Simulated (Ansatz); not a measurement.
**Ru (sc type): how the settings move a single-point run**

Aim: see which settings change the result for Ru (sc type), by how much, and at what cost.

Program: Ansatz 0.2.0. Level of theory: reference: DFT, LDA, PAW with Ansatz's default frozen-core files, scalar-relativistic. These are calculated values, not measurements.

1 further run of the same task is left out (set aside as unsound or not needed). Runs told in other sessions of the task aren't counted.

## 1. Starting point

Symmetry: Pm-3m, No. 221, cubic system. The conventional cell has a = 2.239 Å, b = 2.239 Å, c = 2.239 Å, α = 90.00°, β = 90.00°, γ = 90.00°. Ru (site symmetry m-3m) is surrounded by 6 Ru at 2.24 Å.

As a file:

```
CELL_PARAMETERS angstrom
2.23898 0.00000 0.00000
0.00000 2.23898 0.00000
0.00000 0.00000 2.23898
ATOMIC_POSITIONS crystal
Ru 0.00000 0.00000 0.00000
```

## 2. Reference

File input.yaml:

```yaml
crystal:
  lattice:
    - [2.2389796063, 0.0, 0.0]
    - [0.0, 2.2389796063, 0.0]
    - [0.0, 0.0, 2.2389796063]
  atoms:
    - { symbol: Ru, position: [0.0, 0.0, 0.0] }
kpoints:
  mp_grid: { grid: [17, 17, 17] }
scf:
  occupations: { method: fermi_dirac, width: 0.1 }
hamiltonian:
  xc: lda
  pseudopotentials: { kind: paw }
output:
  forces: true
  stress: true
  eigenvalues: true
  populations: true
  write_density: true
  write_potential: true
  elf: true
  volumetric_format: npy
```

Run with:

```sh
$ ansatz run input.yaml --threads 1 --pin off --max-ram 2048MiB --backend cpu --events-out ev --progress --plain --runs-dir out
```

## 3. Changed: lower_state_search standard

input.yaml, as its differences from that of step 2:

```diff
@@ -11,2 +11,3 @@
   occupations: { method: fermi_dirac, width: 0.1 }
+  lower_state_search: standard
 hamiltonian:
```

**Question.** What will these runs give? Wanted: for each run, ending; energy change; pressure; gap; force.

The runs gave:

```csv
run,ending,energy change,pressure (GPa),gap (eV),force (eV/Å),cycles,time
reference,converged,0,145.5,0.00,0.00,6,2.6 s
1: lower_state_search standard,converged,0.0 meV/atom,145.5,0.00,0.00,6,2.3 s
```

Residual by cycle in the longest SCF loop of each run; runs are numbered as in the table. The quantity is the density residual dr2, in eV.

```csv
cycle,reference,run 1
1,0.0416,0.0416
2,0.0104,0.0104
3,6.4e-5,6.4e-5
4,3.8e-6,3.8e-6
5,7.8e-8,7.8e-8
6,4.9e-11,4.9e-11
```

What this shows: The changed input (search for lower states) leaves the energy the same to the digits printed. The structure is not at rest: the sound run finds 145 GPa, so these are no properties of the relaxed crystal. 
